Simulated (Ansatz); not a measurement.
# C₃H₇NSi, SMILES N=CC1C[SiH2]1: a geometry optimisation

Program: Ansatz 0.2.0, Python API.

Typed at the interpreter:
```pycon
>>> from dataclasses import dataclass
>>> import itertools
>>> import warnings
>>> import ansatz as az
>>> from ase import Atoms
>>> from ase.data import atomic_numbers, covalent_radii
>>> import numpy as np
>>> @dataclass
... class Options:
...     basis: str = "def2-SVP"
...     xc: str = "cam_b3lyp"
...
>>> settings = Options()
>>> warnings.simplefilter("ignore", az.DeckWarning)
>>> atoms = Atoms(["N", "C", "C", "C", "Si", "H", "H", "H", "H", "H", "H", "H"], positions=[
...     [2.0296, -0.6018, -1.0015],
...     [1.2755, 0.3606, -0.5988],
...     [0.3008, 0.0927, 0.4665],
...     [-0.7939, -0.9097, 0.29],
...     [-1.4345, 0.7955, 0.1413],
...     [1.8059, -1.4601, -0.4843],
...     [1.3657, 1.3747, -1.0236],
...     [0.6418, 0.3019, 1.4729],
...     [-0.817, -1.5004, -0.6191],
...     [-1.1188, -1.4654, 1.1618],
...     [-1.4083, 1.4871, -1.1686],
...     [-1.8469, 1.5249, 1.3633],
... ])
>>> molecule = az.Crystal.molecule_from_ase(atoms)
>>> job = (
...     molecule.calculation()
...     .basis(gaussian=settings.basis)
...     .functional(settings.xc)
... )
>>> symbols = [site.symbol for site in molecule.cartesian_sites]
>>> start = np.array([site.position_ang for site in molecule.cartesian_sites], dtype=float)
>>> rep = job.relax(force_tolerance=0.02).run(threads=1, backend="cpu").report
>>> end = np.array(rep["positions_ang"])
>>> print(f"E = {rep['free_energy_ev']:.6f} eV = {rep['free_energy_ev'] / 27.211386246:.7f} Ha")
E = -12582.426419 eV = -462.3956422 Ha
>>> print("converged:", rep["converged"], " doubts:", rep["published_state_doubts"] or "none")
converged: True  doubts: none
>>> # pairs closer than 1.2 times the sum of covalent radii, before or after
>>> radius = [covalent_radii[atomic_numbers[s]] for s in symbols]
>>> span = lambda where, i, j: np.linalg.norm(where[i] - where[j])
>>> bonded = [(i, j) for i, j in itertools.combinations(range(len(symbols)), 2) if min(span(start, i, j), span(end, i, j)) < 1.2 * (radius[i] + radius[j])]
>>> print("pair        before    after (A)")
pair        before    after (A)
>>> for i, j in bonded:
...     print(f"{symbols[i]}{i}-{symbols[j]}{j}".ljust(10), f"{span(start, i, j):8.4f} {span(end, i, j):8.4f}")
...
N0-C1        1.2873   1.2672
N0-H5        1.0268   1.0265
C1-C2        1.4686   1.4874
C1-H6        1.1032   1.1039
C2-C3        1.4948   1.5369
C2-Si4       1.9002   1.8781
C2-H7        1.0830   1.0962
C3-Si4       1.8276   1.8514
C3-H8        1.0844   1.0962
C3-H9        1.0837   1.0940
Si4-H10      1.4815   1.4768
Si4-H11      1.4817   1.4779
>>> for first, second in list(itertools.combinations(bonded, 2)):
...     shared = set(first) & set(second)
...     if shared and symbols[(j := shared.pop())] != "H":
...         i, k = sorted((set(first) | set(second)) - {j})
...         u, v = end[i] - end[j], end[k] - end[j]
...         angle = np.degrees(np.arccos(np.clip(u @ v / np.linalg.norm(u) / np.linalg.norm(v), -1, 1)))
...         print(f"final angle {symbols[i]}{i}-{symbols[j]}{j}-{symbols[k]}{k}: {angle:.2f} deg")
...
final angle C1-N0-H5: 111.05 deg
final angle N0-C1-C2: 129.19 deg
final angle N0-C1-H6: 117.02 deg
final angle C2-C1-H6: 113.78 deg
final angle C1-C2-C3: 120.82 deg
final angle C1-C2-Si4: 120.37 deg
final angle C1-C2-H7: 112.91 deg
final angle C3-C2-Si4: 64.76 deg
final angle C3-C2-H7: 115.34 deg
final angle C2-C3-Si4: 66.57 deg
final angle C2-C3-H8: 116.34 deg
final angle C2-C3-H9: 116.10 deg
final angle Si4-C2-H7: 114.64 deg
final angle C2-Si4-C3: 48.67 deg
final angle C2-Si4-H10: 117.66 deg
final angle C2-Si4-H11: 119.12 deg
final angle Si4-C3-H8: 118.60 deg
final angle Si4-C3-H9: 120.21 deg
final angle C3-Si4-H10: 118.77 deg
final angle C3-Si4-H11: 120.02 deg
final angle H8-C3-H9: 111.93 deg
final angle H10-Si4-H11: 115.91 deg
>>> charges = rep["charge_distribution"]
>>> dipole = np.array(charges["dipole_moment_e_ang"]) * 4.803205
>>> print("dipole (D): {:.3f} {:.3f} {:.3f}, length {:.3f}".format(*dipole, np.linalg.norm(dipole)))
dipole (D): -2.303 0.409 1.819, length 2.963
>>> print("atom  Mulliken   Lowdin")
atom  Mulliken   Lowdin
>>> for symbol, m, l in zip(symbols, charges["mulliken_charges_e"], charges["lowdin_charges_e"]):
...     print(f"{symbol:4s} {m:9.3f} {l:8.3f}")
...
N       -0.106    0.075
C       -0.013   -0.075
C       -0.220   -0.175
C       -0.150   -0.080
Si       0.361    0.344
H        0.074   -0.024
H        0.015   -0.000
H        0.051    0.030
H        0.050    0.011
H        0.061    0.022
H       -0.057   -0.060
H       -0.066   -0.067
>>> with open("c3h7nsi_opt.xyz", "w") as handle:
...     handle.write(f"{len(symbols)}\nrelaxed C3H7NSi\n")
...     handle.writelines(f"{s:2s} {x:11.6f} {y:11.6f} {z:11.6f}\n" for s, (x, y, z) in zip(symbols, end))
...
19
```

`c3h7nsi_opt.xyz`, as written:
```text
12
relaxed C3H7NSi
N     1.723321   -0.474725   -1.388599
C     1.474465    0.291930   -0.410802
C     0.351399    0.238944    0.562964
C    -0.690589   -0.889258    0.502711
Si   -1.375499    0.770267    0.050413
H     1.035976   -1.235059   -1.445239
H     2.162880    1.139889   -0.250494
H     0.645681    0.552469    1.571253
H    -0.555034   -1.634701   -0.289518
H    -0.954719   -1.352020    1.458237
H    -1.602167    1.081118   -1.375381
H    -2.215812    1.511145    1.014356
```

Total energies depend on the basis set; only differences at equal settings carry meaning. The end point is the stationary point reached from this start; no frequency run checks that it is a minimum, and the basis set is modest. The Löwdin charges here are taken after orthogonalising the functions within each atom; they differ from plain Löwdin charges, and their signs can be unphysical. Finished in 83 s on 1 thread of Arm Neoverse V2, with other jobs on the host, peak memory 0.37 GiB.
